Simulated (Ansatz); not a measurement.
# C₂H₃AlF₂O: up Jacob's ladder to CCSD(T)

Aim: compute C₂H₃AlF₂O with functionals from several rungs and with coupled cluster, and see how far each lands from CCSD(T) at the basis-set limit for the atomisation energy.

The runs use Ansatz 0.2.0, Gaussian basis; functionals in def2-TZVPP, the program's frozen cores in correlated methods.

Levels to be run: PBE-D4, r2SCAN-D4, PBE0-D4, B3LYP-D4, ωB97X-V, ωB97M-V, B2PLYP; CCSD(T)/def2-TZVPP; MP2/def2-QZVPP; extrapolation to the limit.

### Step 1. The relaxed structure

All runs share one geometry, relaxed beforehand with PBE0-D4 in a triple-zeta def2 set.

SMILES `C[C]1(F)[O][Al]1[F]`, 9 atoms, charge 0, spin multiplicity 1.

Atoms are counted from 1 here; the program's logs count them from 0.

Bond lengths: C1–C2 1.491 Å, C1–H7 1.091 Å, C1–H8 1.096 Å, C1–H9 1.090 Å, C2–F3 1.372 Å, C2–O4 1.443 Å, C2–Al5 1.901 Å, O4–Al5 1.706 Å, Al5–F6 1.634 Å. Angles: C2–C1–H7 110.4°, C2–C1–H8 108.6°, C2–C1–H9 111.0°, H7–C1–H8 108.9°, H7–C1–H9 109.1°, H8–C1–H9 108.9°, C1–C2–F3 108.6°, C1–C2–O4 114.5°, C1–C2–Al5 132.0°, F3–C2–O4 109.9°, F3–C2–Al5 118.2°, O4–C2–Al5 59.5°, C2–O4–Al5 73.8°, C2–Al5–O4 46.8°, C2–Al5–F6 175.2°, O4–Al5–F6 137.9°.

### Step 2. PBE-D4 (GGA)

File in.yaml:

```yaml
crystal:
  periodic: [false, false, false]
  atoms:
    - {symbol: C, position_ang: [-0.005282, -1.092236, 0.668336]}
    - {symbol: C, position_ang: [0.274151, -0.054438, -0.365202]}
    - {symbol: F, position_ang: [1.098370, -0.598141, -1.318239]}
    - {symbol: O, position_ang: [-0.901881, 0.498662, -0.991917]}
    - {symbol: Al, position_ang: [-0.012574, 1.824981, -0.392629]}
    - {symbol: F, position_ang: [-0.130046, 3.454510, -0.372399]}
    - {symbol: H, position_ang: [0.923397, -1.427772, 1.131674]}
    - {symbol: H, position_ang: [-0.488548, -1.947446, 0.182686]}
    - {symbol: H, position_ang: [-0.668987, -0.704419, 1.440694]}
basis:
  gaussian: {orbitals: def2-TZVPP}
hamiltonian: {xc: pbe, dispersion: d4}
output: {forces: true, orbitals: {seedname: orbitals}}
```

Started as:

```sh
> ansatz run in.yaml --threads 4 --pin off --events-out ev --progress --plain --max-ram 10444MiB
```

After this run come: r2SCAN-D4 (meta-GGA); PBE0-D4 (hybrid); B3LYP-D4 (hybrid); ωB97X-V (range-separated); ωB97M-V (range-separated); B2PLYP (double hybrid); CCSD(T) in def2-TZVPP; MP2 in def2-QZVPP.

Q: Predict the results of all the runs planned. Wanted: atomisation energy, CCSD(T)/CBS; farthest; mean size of error, hybrid; mean size of error, range-separated; gap, smallest and largest; T1 diagnostic; triples share of the correlation energy.

The runs gave:

| quantity | value |
| --- | --- |
| atomisation energy, CCSD(T)/CBS | 3608.4 kJ/mol |
| functionals within 18.0 kJ/mol (0.5 %) | PBE0-D4, ωB97X-V, ωB97M-V |
| farthest | PBE-D4 (+113.3 kJ/mol) |
| mean size of error, hybrid | 20.7 kJ/mol |
| mean size of error, range-separated | 2.1 kJ/mol |
| gap, smallest and largest | 2.78 eV (PBE-D4), 9.16 eV (ωB97X-V) |
| T1 diagnostic | 0.0149 |
| triples share of the correlation energy | 3.6 % |

What this shows: PBE-D4 is off by +113.3 kJ/mol. Double hybrids carry the basis error of their MP2 part in triple zeta, and no dispersion term here, so their miss is partly the set-up's. Misses under about 18.0 kJ/mol are within the doubt on the reference itself, which lacks core-valence correlation, relativity and higher excitations. Hartree-Fock recovers 69 % of the binding; the rest is correlation. The gap grows from 2.8 to 9.2 eV across the functionals, mostly with the share of exact exchange.
